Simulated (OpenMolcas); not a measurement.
**SiHCl2F (SMILES F[SiH](Cl)Cl): levels of theory compared**

Wanted: a comparison of 6 runs (HF/def2-SVPD, B3LYP/6-31G*, B3LYP/def2-SVPD, SVWN5/def2-SVPD, revPBE/def2-SVPD, CCSD(T)/def2-SVPD) of SiHCl2F. 

The calculation is run with OpenMolcas 26.06.

1 further run of the same task is left out (set aside as unsound or not needed).

**1. The structure to begin with**

SiHCl2F has 5 atoms, charge 0, and is taken as a singlet. SMILES: `F[SiH](Cl)Cl`. The coordinates come from a PBE0-D4/def2-TZVP relaxation.

Bond lengths: F1–Si2 1.581 Å, Si2–Cl3 2.024 Å, Si2–Cl4 2.024 Å, Si2–H5 1.467 Å. Angles: F1–Si2–Cl3 108.4°, F1–Si2–Cl4 108.4°, Cl3–Si2–Cl4 110.2°, F1–Si2–H5 109.1°, Cl3–Si2–H5 110.4°, Cl4–Si2–H5 110.4°.

**2. Energy and gradient at HF/def2-SVPD (run 1)**

Contents of job.input:

```
&GATEWAY
  BasLib
  $CurrDir
  Coord
  5
  angstrom
  F        0.035500      -0.682700       1.466900
  Si       0.115700      -0.048400       0.020800
  Cl      -0.511900       1.872300       0.131500
  Cl      -1.092800      -1.108700      -1.208300
  H        1.503300      -0.106100      -0.452400
  Basis
  def2-SVPD
  Group
  NoSym

&SEWARD

&SCF
  Thresholds
  1e-10 1e-07 1e-07 1e-05
  PrOrbitals
  1 2

&ALASKA
```

The basis set def2-SVPD is read from a file made from the Basis Set Exchange's data (not shown).

On the command line:

```sh
$ export MOLCAS_MEM=1860
$ pymolcas job.input > job.log
```

Output:

```text
--- Start Module: gateway ---
[...]
--- Stop Module: gateway /rc=_RC_ALL_IS_WELL_ ---
[...]
      Basis functions          109
[...]
--- Start Module: scf ---
[...]
       Convergence after  12 Iterations
[...]
::    Total SCF energy                              -1307.6779919878
[...]
      Total spin, S                                     0.0000000000
[...]
      Total electronic charge=   58.000000
      Total            charge=   -0.000000
[...]
      Dipole Moment (debye):
      Origin of the operator (angstrom)=   -0.4298    0.1041   -0.0819
                   X=  1.0023E+00               Y=  1.3416E-01               Z= -7.3268E-01           Total=  1.2487E+00
      Quadrupole Moment (debye*angstrom):
[...]
--- Stop Module: scf /rc=_RC_ALL_IS_WELL_ ---
[...]
--- Start Module: alaska ---
[...]
 *              Molecular gradients               *
 **************************************************
  Irreducible representation: a
 ------------------------------------------------------------------------------------------
                              X                       Y                       Z
 ------------------------------------------------------------------------------------------
  F1                1.34872815492626E-03    5.20759476392207E-03   -1.21683444669642E-02
  SI2              -1.49853232700732E-02   -1.01843378065425E-03    8.79219471041903E-03
  CL3               3.36725359754375E-03   -9.84931984439896E-03   -1.12438117511493E-03
  CL4               6.40371129148143E-03    5.78511627846368E-03    5.89475223015157E-03
  H5                3.86563022615682E-03   -1.24957417483806E-04   -1.39422129838573E-03
 ------------------------------------------------------------------------------------------
--- Stop Module: alaska /rc=_RC_ALL_IS_WELL_ ---
[...]
```

Wall time 24 s (1 thread of AMD EPYC 7R43 (Zen 3), shared host); peak memory 0.64 GiB.

**3. Energy and gradient at B3LYP/6-31G(d) (Cartesian functions) (run 2)**

Contents of test.inp:

```
&GATEWAY
BasLib=$CurrDir
Coord
5
bohr
F      0.06708528    -1.29011603     2.77203925
Si     0.21864131    -0.09146274     0.03930630
Cl    -0.96735080     3.53813422     0.24849899
Cl    -2.06509271    -2.09513935    -2.28335608
H      2.84082528    -0.20049994    -0.85491210
Basis=6-31Gs
Group=NoSym
&SEWARD
GridInput
Grid=UltraFine
End of Grid
&SCF
KSDFT=B3LYP
Thresholds=1e-10 1e-07 1e-07 1e-05
PrOrbitals=1 1
&ALASKA
```

The basis set 6-31G* is read from a file made from the Basis Set Exchange's data (not shown).

On the command line:

```sh
$ export MOLCAS_MEM=1860
$ pymolcas test.inp > test.log
```

Output:

```text
--- Start Module: gateway ---
[...]
--- Stop Module: gateway /rc=_RC_ALL_IS_WELL_ ---
[...]
      Basis functions           74
[...]
--- Start Module: scf ---
[...]
       Convergence after  13 Iterations
[...]
::    Total KS-DFT energy                           -1310.4859835071
[...]
      Total spin, S                                     0.0000000000
[...]
      Total electronic charge=   58.000000
      Total            charge=   -0.000000
[...]
      Dipole Moment (debye):
      Origin of the operator (angstrom)=   -0.4298    0.1041   -0.0819
                   X=  1.0964E+00               Y= -2.0018E-02               Z= -4.3047E-01           Total=  1.1781E+00
      Quadrupole Moment (debye*angstrom):
[...]
--- Stop Module: scf /rc=_RC_ALL_IS_WELL_ ---
[...]
--- Start Module: alaska ---
[...]
 *              Molecular gradients               *
 **************************************************
  Irreducible representation: a
 ------------------------------------------------------------------------------------------
                              X                       Y                       Z
 ------------------------------------------------------------------------------------------
  F1                6.27824545817113E-04    5.45603038965048E-03   -1.24089131471941E-02
  SI2              -8.46248884002776E-03   -5.90957320780294E-04    5.01133344244975E-03
  CL3               2.74941895216863E-03   -9.95827801387961E-03   -2.43347649812486E-04
  CL4               5.73458340221933E-03    5.40807413230127E-03    6.65587264264644E-03
  H5               -6.49338060184412E-04   -3.14869187103994E-04    9.85054711799771E-04
 ------------------------------------------------------------------------------------------
--- Stop Module: alaska /rc=_RC_ALL_IS_WELL_ ---
[...]
```

Wall time 35 s (1 thread of AMD EPYC 7R43 (Zen 3), shared host); peak memory 0.43 GiB.

**4. Energy and gradient at B3LYP/def2-SVPD (run 3)**

Contents of job.input:

```
* Cl2FHSi Kohn-Sham DFT
&gateway
baslib
$CurrDir
coord
5
bohr
F      0.06708528    -1.29011603     2.77203925
Si     0.21864131    -0.09146274     0.03930630
Cl    -0.96735080     3.53813422     0.24849899
Cl    -2.06509271    -2.09513935    -2.28335608
H      2.84082528    -0.20049994    -0.85491210
basis
def2-SVPD
group
NoSym
&seward
gridinput
Grid=UltraFine
End of Grid
&scf
ksdft
B3LYP
thresholds
1e-10 1e-07 1e-07 1e-05
prorbitals
1 1
&alaska
```

The basis set def2-SVPD is read from a file made from the Basis Set Exchange's data (not shown).

On the command line:

```sh
$ export MOLCAS_MEM=1860
$ pymolcas job.input > job.log
```

Output:

```text
--- Start Module: gateway ---
[...]
--- Stop Module: gateway /rc=_RC_ALL_IS_WELL_ ---
[...]
      Basis functions          109
[...]
--- Start Module: scf ---
[...]
       Convergence after  13 Iterations
[...]
::    Total KS-DFT energy                           -1310.1028520595
[...]
      Total spin, S                                     0.0000000000
[...]
      Total electronic charge=   58.000000
      Total            charge=   -0.000000
[...]
      Dipole Moment (debye):
      Origin of the operator (angstrom)=   -0.4298    0.1041   -0.0819
                   X=  8.6986E-01               Y=  1.3117E-01               Z= -6.6865E-01           Total=  1.1050E+00
      Quadrupole Moment (debye*angstrom):
[...]
--- Stop Module: scf /rc=_RC_ALL_IS_WELL_ ---
[...]
--- Start Module: alaska ---
[...]
 *              Molecular gradients               *
 **************************************************
  Irreducible representation: a
 ------------------------------------------------------------------------------------------
                              X                       Y                       Z
 ------------------------------------------------------------------------------------------
  F1                1.70767814159900E-03    1.27847171093372E-02   -2.91836762505433E-02
  SI2              -1.38508258039742E-02   -6.75822988259855E-03    2.10705954207473E-02
  CL3               4.55014360816097E-03   -1.41952333247133E-02   -1.08650975666480E-03
  CL4               8.87551885467808E-03    8.05013879015704E-03    8.90436777153170E-03
  H5               -1.28251480056196E-03    1.18607307874108E-04    2.95222814810980E-04
 ------------------------------------------------------------------------------------------
--- Stop Module: alaska /rc=_RC_ALL_IS_WELL_ ---
[...]
```

It took 58 s on 1 thread of AMD EPYC 7R43 (Zen 3), shared host; peak memory 0.64 GiB.

Runs 4 to 5 aren't shown in full; the table further down has their settings and results.

**5. A single-point energy at CCSD(T)/def2-SVPD (Cholesky decomposition) (run 6)**

Contents of test.inp:

```
&GATEWAY
  BasLib=$CurrDir
  Coord
  5
  angstrom
  F        0.035500      -0.682700       1.466900
  Si       0.115700      -0.048400       0.020800
  Cl      -0.511900       1.872300       0.131500
  Cl      -1.092800      -1.108700      -1.208300
  H        1.503300      -0.106100      -0.452400
  Basis=def2-SVPD
  Group=NoSym

&SEWARD
  High

&SCF
  Thresholds=1e-10 1e-07 1e-07 1e-05
  PrOrbitals=1 2

&CHCC
  Frozen=16
  Threshold=1e-08
  MaxIterations=80

&CHT3
  Frozen=16
```

The basis set def2-SVPD is read from a file made from the Basis Set Exchange's data (not shown).

On the command line:

```sh
$ export MOLCAS_MEM=1860
$ pymolcas test.inp > test.log
```

Output:

```text
--- Start Module: gateway ---
[...]
--- Stop Module: gateway /rc=_RC_ALL_IS_WELL_ ---
[...]
      Basis functions          109
[...]
       Convergence after  12 Iterations
[...]
::    Total SCF energy                              -1307.6779918320
[...]
      Total spin, S                                     0.0000000000
[...]
      Total electronic charge=   58.000000
      Total            charge=   -0.000000
[...]
      Dipole Moment (debye):
      Origin of the operator (angstrom)=   -0.4298    0.1041   -0.0819
                   X=  1.0023E+00               Y=  1.3416E-01               Z= -7.3268E-01           Total=  1.2487E+00
      Quadrupole Moment (debye*angstrom):
[...]
--- Start Module: chcc ---
[...]
--- Stop Module: chcc /rc=_RC_ALL_IS_WELL_ ---
[...]
--- Start Module: cht3 ---
[...]
--- Stop Module: cht3 /rc=_RC_ALL_IS_WELL_ ---
[...]
```

Wall time 7.1 min (1 thread of AMD EPYC 7R43 (Zen 3), shared host); peak memory 0.18 GiB.

**6. All runs side by side**

| run | level | Cartesian functions | integration grid | energy (Eh) | dipole moment (D) of the reference | HOMO energy (eV) | LUMO energy (eV) | wall time |
| --- | --- | --- | --- | --- | --- | --- | --- | --- |
| 1 | HF/def2-SVPD | no | – | -1307.677992 | 1.25 | -13.08 | 2.21 | 24 s |
| 2 | B3LYP/6-31G* (Cartesian functions) | yes | UltraFine | -1310.485984 | 1.18 | -9.30 | 0.15 | 35 s |
| 3 | B3LYP/def2-SVPD | no | UltraFine | -1310.102852 | 1.10 | -9.46 | -0.31 | 58 s |
| 4 | SVWN5/def2-SVPD | no | UltraFine | -1305.305029 | 1.08 | -8.46 | -1.18 | 46 s |
| 5 | revPBE/def2-SVPD | no | UltraFine | -1309.787192 | 1.01 | -8.31 | -0.91 | 38 s |
| 6 | CCSD(T)/def2-SVPD (Cholesky decomposition) | no | – | -1308.305155 | 1.25 | -13.08 | 2.21 | 7.1 min |

**7. Results**

| quantity | value |
| --- | --- |
| run 6: total energy | -1308.30516 Eh |
| run 6: dipole moment (mean-field density) | 1.25 D |
| run 6: HOMO energy (Hartree–Fock orbitals) | -13.08 eV |
| run 6: LUMO energy (Hartree–Fock orbitals) | 2.21 eV |
| run 6: HOMO–LUMO gap (Hartree–Fock orbitals) | 15.30 eV |
| run 6: correlation energy (16 core orbitals frozen) | -627.2 mEh |
| run 6: (T) correction | -15.52 mEh |

Over runs 1, 2, 3, 4, 5 the dipole moment (its size) runs from 1.01 D (revPBE/def2-SVPD) to 1.25 D (HF/def2-SVPD). Over runs 1, 2, 3, 4, 5 the HOMO–LUMO gap runs from 7.28 eV (SVWN5/def2-SVPD) to 15.30 eV (HF/def2-SVPD). Exact exchange widens orbital gaps. Totals of different functionals can't be ranked against each other. All runs together took 10 min, the longest 7.1 min.
